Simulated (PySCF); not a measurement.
# A gas-phase reaction: BH3O3 + ClH → BClH2O2 + H2O

What reaction energy should one expect for `OB(O)O` + `Cl` → `OB(O)Cl` + `O`?

Computed with PySCF 2.14.0; each step states its level. No surroundings beyond the atoms listed, unless a continuum is named. Atoms count from 0, parts from 1.

## 1. The system as given

Each species was relaxed by itself at PBE0-D3(BJ)/def2-SVPD.

## 2. Energies of the species: wB97M-D3(BJ)/def2-TZVPD

Job settings and geometry (Å):

```
{"job": {"kind": "react", "xc": "wB97M-D3(BJ)", "basis": "def2-TZVPD"}, "charge": 0, "multiplicity": 1}
-1 BH3O3 charge 0 multiplicity 1
O      1.222450    -0.606270     0.160750
B      0.013190     0.006660    -0.002780
O     -0.085800     1.363580     0.114880
O     -1.097020    -0.737060    -0.284060
H      1.930500     0.012550     0.354190
H     -0.980790     1.684410    -0.018410
H     -0.910710    -1.677080    -0.342260

-1 ClH charge 0 multiplicity 1
Cl     0.644640     0.009950    -0.002350
H     -0.643420    -0.008800     0.003210

+1 BClH2O2 charge 0 multiplicity 1
O     -1.170830    -0.259960     0.692850
B     -0.206290     0.319900    -0.047670
O      0.981270    -0.295310    -0.264580
Cl    -0.533100     1.927120    -0.739560
H     -0.914100    -1.124450     1.028630
H      1.594170     0.207360    -0.806460

+1 H2O charge 0 multiplicity 1
O     -0.001120     0.389300    -0.008670
H      0.763460    -0.192420     0.005070
H     -0.762330    -0.196850     0.003580
```

Method: wB97M-D3(BJ)/def2-TZVPD reaction energy of separated species, gas phase.

Command:

```
$ OMP_NUM_THREADS=1 python cluster_run.py task.json out
```

This one command runs all jobs of the session in turn.

What it wrote:

```text
species 1 (BH3O3)
coarse grid: 28136 points
cycle   1  E = -252.5001806883  dE =  6.196e-01  |g| = 9.498e-01  |ddm| = 1.995e+00
cycle   2  E = -252.5253448035  dE = -2.516e-02  |g| = 9.543e-01  |ddm| = 1.432e+00
cycle   3  E = -252.6649971432  dE = -1.397e-01  |g| = 3.839e-02  |ddm| = 6.671e-01
cycle   4  E = -252.6654010653  dE = -4.039e-04  |g| = 9.404e-03  |ddm| = 5.986e-02
cycle   5  E = -252.6654344916  dE = -3.343e-05  |g| = 1.189e-03  |ddm| = 1.810e-02
cycle   6  E = -252.6654354344  dE = -9.428e-07  |g| = 2.145e-04  |ddm| = 3.117e-03
final grid: 60952 points
cycle   7  E = -252.6654010071  dE = -5.799e-08  |g| = 1.195e-04  |ddm| = 3.971e-03
cycle   8  E = -252.6654010117  dE = -4.616e-09  |g| = 7.613e-05  |ddm| = 5.169e-04
cycle   9  E = -252.6654010128  dE = -1.144e-09  |g| = 2.647e-05  |ddm| = 1.000e-04
cycle  10  E = -252.6654010131  dE = -2.162e-10  |g| = 1.106e-05  |ddm| = 5.530e-05
converged SCF energy = -252.6654010131

species 2 (ClH)
coarse grid: 8792 points
cycle   1  E = -460.8503336639  dE = -8.164e-02  |g| = 2.169e-01  |ddm| = 7.239e-01
cycle   2  E = -460.8625130114  dE = -1.218e-02  |g| = 1.397e-01  |ddm| = 2.651e-01
cycle   3  E = -460.8670522802  dE = -4.539e-03  |g| = 1.358e-02  |ddm| = 9.818e-02
cycle   4  E = -460.8670933631  dE = -4.108e-05  |g| = 3.364e-03  |ddm| = 9.545e-03
cycle   5  E = -460.8670996114  dE = -6.248e-06  |g| = 8.515e-04  |ddm| = 3.915e-03
final grid: 17120 points
cycle   6  E = -460.8670683126  dE = -3.715e-07  |g| = 3.675e-04  |ddm| = 8.889e-04
cycle   7  E = -460.8670683589  dE = -4.627e-08  |g| = 1.618e-04  |ddm| = 3.980e-04
cycle   8  E = -460.8670683654  dE = -6.571e-09  |g| = 4.220e-05  |ddm| = 1.295e-04
cycle   9  E = -460.8670683668  dE = -1.313e-09  |g| = 3.970e-06  |ddm| = 6.531e-05
cycle  10  E = -460.8670683668  dE = -3.979e-12  |g| = 8.164e-07  |ddm| = 3.311e-06
converged SCF energy = -460.8670683668

species 3 (BClH2O2)
coarse grid: 26800 points
cycle   1  E = -636.9119688252  dE =  5.976e-01  |g| = 8.176e-01  |ddm| = 1.856e+00
cycle   2  E = -636.9266823755  dE = -1.471e-02  |g| = 8.500e-01  |ddm| = 1.122e+00
cycle   3  E = -637.0403580700  dE = -1.137e-01  |g| = 4.786e-02  |ddm| = 5.183e-01
cycle   4  E = -637.0409109361  dE = -5.529e-04  |g| = 2.141e-02  |ddm| = 6.698e-02
cycle   5  E = -637.0410139271  dE = -1.030e-04  |g| = 5.699e-03  |ddm| = 2.585e-02
cycle   6  E = -637.0410226612  dE = -8.734e-06  |g| = 9.597e-04  |ddm| = 6.370e-03
final grid: 56120 points
cycle   7  E = -637.0409798404  dE = -3.881e-07  |g| = 5.959e-04  |ddm| = 3.818e-03
cycle   8  E = -637.0409798973  dE = -5.691e-08  |g| = 4.827e-04  |ddm| = 8.302e-04
cycle   9  E = -637.0409799414  dE = -4.416e-08  |g| = 7.265e-05  |ddm| = 3.549e-04
cycle  10  E = -637.0409799436  dE = -2.201e-09  |g| = 4.274e-05  |ddm| = 1.070e-04
cycle  11  E = -637.0409799442  dE = -5.831e-10  |g| = 7.235e-06  |ddm| = 7.594e-05
converged SCF energy = -637.0409799442

species 4 (H2O)
coarse grid: 10128 points
cycle   1  E = -76.4117500363  dE = -7.453e-02  |g| = 5.872e-01  |ddm| = 8.994e-01
cycle   2  E = -76.4087429254  dE =  3.007e-03  |g| = 6.461e-01  |ddm| = 5.038e-01
cycle   3  E = -76.4759336007  dE = -6.719e-02  |g| = 2.731e-02  |ddm| = 2.374e-01
cycle   4  E = -76.4760588036  dE = -1.252e-04  |g| = 5.497e-03  |ddm| = 1.609e-02
cycle   5  E = -76.4760674804  dE = -8.677e-06  |g| = 8.214e-04  |ddm| = 5.831e-03
final grid: 21952 points
cycle   6  E = -76.4760630219  dE = -1.975e-07  |g| = 5.843e-04  |ddm| = 1.373e-03
cycle   7  E = -76.4760630287  dE = -6.843e-09  |g| = 6.466e-04  |ddm| = 6.469e-04
cycle   8  E = -76.4760630923  dE = -6.363e-08  |g| = 3.199e-05  |ddm| = 2.236e-04
cycle   9  E = -76.4760630932  dE = -8.223e-10  |g| = 4.134e-06  |ddm| = 1.105e-04
converged SCF energy = -76.4760630932

Reaction energy = 9.516 kcal/mol
```

Wall time 30 s (1 thread of Arm Neoverse N1, shared host); peak memory 0.59 GiB.

Species by species (with the dispersion term, which the log's SCF energies lack):

| ν | species | energy (Eh) | HOMO (eV) |
| --- | --- | --- | --- |
| -1 | OB(O)O | -252.67036 | -11.96 |
| -1 | Cl | -460.86761 | -11.93 |
| +1 | OB(O)Cl | -637.04599 | -11.56 |
| +1 | O | -76.47682 | -11.72 |

## 3. Energies of the species: PBE0-D3(BJ)/def2-TZVPD

The job, as its differences from that of step 2:

```diff
@@ -1,2 +1,2 @@
-{"job": {"kind": "react", "xc": "wB97M-D3(BJ)", "basis": "def2-TZVPD"}, "charge": 0, "multiplicity": 1}
+{"job": {"kind": "react", "xc": "PBE0", "basis": "def2-TZVPD", "disp": "d3bj"}, "charge": 0, "multiplicity": 1}
 -1 BH3O3 charge 0 multiplicity 1
```

Method: PBE0-D3(BJ)/def2-TZVPD reaction energy of separated species, gas phase.

What it wrote:

```text
species 1 (BH3O3)
coarse grid: 6208 points
cycle   1  E = -252.1579936931  dE =  6.009e-01  |g| = 1.017e+00  |ddm| = 2.025e+00
cycle   2  E = -251.9943094588  dE =  1.637e-01  |g| = 1.415e+00  |ddm| = 1.955e+00
cycle   3  E = -252.3362852443  dE = -3.420e-01  |g| = 3.880e-02  |ddm| = 1.244e+00
cycle   4  E = -252.3365409694  dE = -2.557e-04  |g| = 1.017e-02  |ddm| = 4.324e-02
cycle   5  E = -252.3365597995  dE = -1.883e-05  |g| = 2.830e-03  |ddm| = 9.107e-03
cycle   6  E = -252.3365614800  dE = -1.681e-06  |g| = 3.838e-04  |ddm| = 2.724e-03
final grid: 60952 points
cycle   7  E = -252.3339266499  dE = -6.752e-05  |g| = 5.397e-03  |ddm| = 9.095e-02
cycle   8  E = -252.3339235474  dE =  3.102e-06  |g| = 6.831e-03  |ddm| = 7.358e-03
cycle   9  E = -252.3339310199  dE = -7.472e-06  |g| = 4.013e-04  |ddm| = 4.430e-03
cycle  10  E = -252.3339310443  dE = -2.440e-08  |g| = 1.501e-04  |ddm| = 3.933e-04
cycle  11  E = -252.3339310488  dE = -4.549e-09  |g| = 3.169e-05  |ddm| = 1.241e-04
cycle  12  E = -252.3339310490  dE = -1.208e-10  |g| = 1.701e-05  |ddm| = 2.865e-05
converged SCF energy = -252.3339310490

species 2 (ClH)
coarse grid: 2248 points
cycle   1  E = -460.6537843054  dE = -4.644e-02  |g| = 1.882e-01  |ddm| = 7.411e-01
cycle   2  E = -460.6558531577  dE = -2.069e-03  |g| = 1.902e-01  |ddm| = 3.151e-01
cycle   3  E = -460.6653814857  dE = -9.528e-03  |g| = 1.506e-02  |ddm| = 1.513e-01
cycle   4  E = -460.6654035425  dE = -2.206e-05  |g| = 2.693e-03  |ddm| = 7.323e-03
cycle   5  E = -460.6654050904  dE = -1.548e-06  |g| = 1.111e-03  |ddm| = 2.553e-03
final grid: 17120 points
cycle   6  E = -460.6658904191  dE = -4.429e-06  |g| = 2.164e-03  |ddm| = 7.336e-03
cycle   7  E = -460.6658904486  dE = -2.948e-08  |g| = 1.795e-03  |ddm| = 2.512e-03
cycle   8  E = -460.6658910664  dE = -6.178e-07  |g| = 1.533e-04  |ddm| = 1.363e-03
cycle   9  E = -460.6658910733  dE = -6.898e-09  |g| = 2.147e-05  |ddm| = 1.086e-04
cycle  10  E = -460.6658910734  dE = -1.019e-10  |g| = 4.934e-06  |ddm| = 1.681e-05
converged SCF energy = -460.6658910734

species 3 (BClH2O2)
coarse grid: 6128 points
cycle   1  E = -636.4795172421  dE =  5.505e-01  |g| = 8.501e-01  |ddm| = 1.917e+00
cycle   2  E = -636.3410661390  dE =  1.385e-01  |g| = 1.237e+00  |ddm| = 1.466e+00
cycle   3  E = -636.6043758976  dE = -2.633e-01  |g| = 7.126e-02  |ddm| = 9.237e-01
cycle   4  E = -636.6054421525  dE = -1.066e-03  |g| = 2.802e-02  |ddm| = 8.922e-02
cycle   5  E = -636.6055859786  dE = -1.438e-04  |g| = 4.831e-03  |ddm| = 2.869e-02
cycle   6  E = -636.6055898850  dE = -3.906e-06  |g| = 2.116e-03  |ddm| = 4.664e-03
final grid: 56120 points
cycle   7  E = -636.6046346437  dE = -5.109e-05  |g| = 6.048e-03  |ddm| = 7.270e-02
cycle   8  E = -636.6046287915  dE =  5.852e-06  |g| = 8.227e-03  |ddm| = 8.554e-03
cycle   9  E = -636.6046403664  dE = -1.157e-05  |g| = 5.933e-04  |ddm| = 5.335e-03
cycle  10  E = -636.6046404132  dE = -4.683e-08  |g| = 2.083e-04  |ddm| = 5.314e-04
cycle  11  E = -636.6046404210  dE = -7.819e-09  |g| = 7.211e-05  |ddm| = 1.898e-04
cycle  12  E = -636.6046404219  dE = -8.808e-10  |g| = 1.741e-05  |ddm| = 5.369e-05
converged SCF energy = -636.6046404219

species 4 (H2O)
coarse grid: 2328 points
cycle   1  E = -76.3044320247  dE = -5.299e-03  |g| = 6.571e-01  |ddm| = 9.011e-01
cycle   2  E = -76.1882122605  dE =  1.162e-01  |g| = 1.036e+00  |ddm| = 7.256e-01
cycle   3  E = -76.3820321447  dE = -1.938e-01  |g| = 3.132e-02  |ddm| = 4.396e-01
cycle   4  E = -76.3822144468  dE = -1.823e-04  |g| = 5.864e-03  |ddm| = 1.606e-02
cycle   5  E = -76.3822195857  dE = -5.139e-06  |g| = 7.850e-04  |ddm| = 2.507e-03
final grid: 21952 points
cycle   6  E = -76.3808944477  dE = -1.509e-05  |g| = 3.446e-03  |ddm| = 9.316e-03
cycle   7  E = -76.3808924843  dE =  1.963e-06  |g| = 4.750e-03  |ddm| = 3.319e-03
cycle   8  E = -76.3808961963  dE = -3.712e-06  |g| = 2.519e-04  |ddm| = 1.964e-03
cycle   9  E = -76.3808962069  dE = -1.062e-08  |g| = 2.399e-05  |ddm| = 1.101e-04
cycle  10  E = -76.3808962071  dE = -1.120e-10  |g| = 3.291e-06  |ddm| = 1.515e-05
converged SCF energy = -76.3808962071

Reaction energy = 8.682 kcal/mol
```

Run time: 15 s. Hardware: 1 thread of Arm Neoverse N1, shared host; peak memory 0.59 GiB.

Reaction energy at this level: 8.68 kcal/mol.

## 4. Energies of the species: MP2/def2-TZVPD

The job, as its differences from that of step 3:

```diff
@@ -1,2 +1,2 @@
-{"job": {"kind": "react", "xc": "PBE0", "basis": "def2-TZVPD", "disp": "d3bj"}, "charge": 0, "multiplicity": 1}
+{"job": {"kind": "react", "xc": "MP2", "basis": "def2-TZVPD"}, "charge": 0, "multiplicity": 1}
 -1 BH3O3 charge 0 multiplicity 1
```

With the program's defaults for keys left out, this is: MP2/def2-TZVPD reaction energy of separated species, gas phase.

What it wrote:

```text
species 1 (BH3O3)
final grid: 60952 points
cycle   1  E = -251.2106603098  dE =  5.951e-01  |g| = 7.179e-01  |ddm| = 1.917e+00
cycle   2  E = -251.2886995585  dE = -7.804e-02  |g| = 3.749e-01  |ddm| = 7.825e-01
cycle   3  E = -251.3102643034  dE = -2.156e-02  |g| = 4.967e-02  |ddm| = 2.479e-01
cycle   4  E = -251.3109512654  dE = -6.870e-04  |g| = 8.322e-03  |ddm| = 6.005e-02
cycle   5  E = -251.3109812989  dE = -3.003e-05  |g| = 1.740e-03  |ddm| = 2.038e-02
cycle   6  E = -251.3109828372  dE = -1.538e-06  |g| = 4.985e-04  |ddm| = 5.626e-03
cycle   7  E = -251.3109829429  dE = -1.057e-07  |g| = 1.323e-04  |ddm| = 1.287e-03
cycle   8  E = -251.3109829523  dE = -9.373e-09  |g| = 2.010e-05  |ddm| = 3.525e-04
cycle   9  E = -251.3109829525  dE = -2.070e-10  |g| = 2.507e-06  |ddm| = 5.281e-05
converged SCF energy = -251.3109829525

species 2 (ClH)
final grid: 17120 points
cycle   1  E = -460.0817355573  dE = -1.008e-01  |g| = 2.132e-01  |ddm| = 7.101e-01
cycle   2  E = -460.0969054276  dE = -1.517e-02  |g| = 8.401e-02  |ddm| = 2.053e-01
cycle   3  E = -460.0986387646  dE = -1.733e-03  |g| = 1.826e-02  |ddm| = 5.472e-02
cycle   4  E = -460.0988473285  dE = -2.086e-04  |g| = 6.315e-03  |ddm| = 1.638e-02
cycle   5  E = -460.0988773277  dE = -3.000e-05  |g| = 1.289e-03  |ddm| = 7.398e-03
cycle   6  E = -460.0988785437  dE = -1.216e-06  |g| = 2.807e-04  |ddm| = 1.659e-03
cycle   7  E = -460.0988785969  dE = -5.326e-08  |g| = 4.150e-05  |ddm| = 4.895e-04
cycle   8  E = -460.0988785977  dE = -7.324e-10  |g| = 7.806e-06  |ddm| = 6.177e-05
converged SCF energy = -460.0988785977

species 3 (BClH2O2)
final grid: 56120 points
cycle   1  E = -635.2402345422  dE =  6.163e-01  |g| = 6.426e-01  |ddm| = 1.791e+00
cycle   2  E = -635.3082026399  dE = -6.797e-02  |g| = 3.452e-01  |ddm| = 6.914e-01
cycle   3  E = -635.3277794759  dE = -1.958e-02  |g| = 4.932e-02  |ddm| = 2.186e-01
cycle   4  E = -635.3285241792  dE = -7.447e-04  |g| = 1.208e-02  |ddm| = 6.234e-02
cycle   5  E = -635.3285794097  dE = -5.523e-05  |g| = 3.808e-03  |ddm| = 2.168e-02
cycle   6  E = -635.3285859185  dE = -6.509e-06  |g| = 1.178e-03  |ddm| = 5.495e-03
cycle   7  E = -635.3285869009  dE = -9.823e-07  |g| = 3.077e-04  |ddm| = 2.686e-03
cycle   8  E = -635.3285869738  dE = -7.298e-08  |g| = 7.731e-05  |ddm| = 6.350e-04
cycle   9  E = -635.3285869773  dE = -3.471e-09  |g| = 2.023e-05  |ddm| = 1.418e-04
cycle  10  E = -635.3285869776  dE = -2.593e-10  |g| = 6.110e-06  |ddm| = 5.069e-05
converged SCF energy = -635.3285869776

species 4 (H2O)
final grid: 21952 points
cycle   1  E = -76.0248947587  dE = -1.467e-01  |g| = 4.364e-01  |ddm| = 8.776e-01
cycle   2  E = -76.0503808126  dE = -2.549e-02  |g| = 2.594e-01  |ddm| = 2.972e-01
cycle   3  E = -76.0608898023  dE = -1.051e-02  |g| = 2.594e-02  |ddm| = 1.025e-01
cycle   4  E = -76.0610471606  dE = -1.574e-04  |g| = 5.694e-03  |ddm| = 1.523e-02
cycle   5  E = -76.0610615280  dE = -1.437e-05  |g| = 1.176e-03  |ddm| = 5.302e-03
cycle   6  E = -76.0610624177  dE = -8.897e-07  |g| = 2.235e-04  |ddm| = 1.658e-03
cycle   7  E = -76.0610624544  dE = -3.670e-08  |g| = 3.304e-05  |ddm| = 3.733e-04
cycle   8  E = -76.0610624551  dE = -6.657e-10  |g| = 4.159e-06  |ddm| = 3.886e-05
converged SCF energy = -76.0610624551

Reaction energy = 8.304 kcal/mol
```

Run time: 6.7 s. Hardware: 1 thread of Arm Neoverse N1, shared host; peak memory 0.43 GiB.

Reaction energy at this level: 8.30 kcal/mol.

## 5. Comparing the runs

Energies in kcal/mol, with wall time:

| run | reaction | time |
| --- | --- | --- |
| wB97M-D3(BJ)/def2-TZVPD | 9.52 | 30 s |
| PBE0-D3(BJ)/def2-TZVPD | 8.68 | 15 s |
| MP2/def2-TZVPD | 8.30 | 6.7 s |

## 6. Outcome

| quantity | value |
| --- | --- |
| reaction energy (wB97M-D3(BJ)/def2-TZVPD) | 9.52 kcal/mol |
| ΔH, ΔG at 298 K (xTB thermal terms) | +10.5, +9.0 kcal/mol |
| range of the reaction energy over the runs of this table | 8.30 to 9.52 kcal/mol |

**Reading.** The reaction is endothermic by 10.5 kcal/mol in the gas phase; dispersion gives -0.16, and xTB itself gave 11.47 for the electronic energy (xTB energies and thermal terms come from the earlier relaxation of each species, not shown). No barrier was sought. The reaction energy runs from 8.30 (MP2/def2-TZVPD) to 9.52 kcal/mol (wB97M-D3(BJ)/def2-TZVPD).
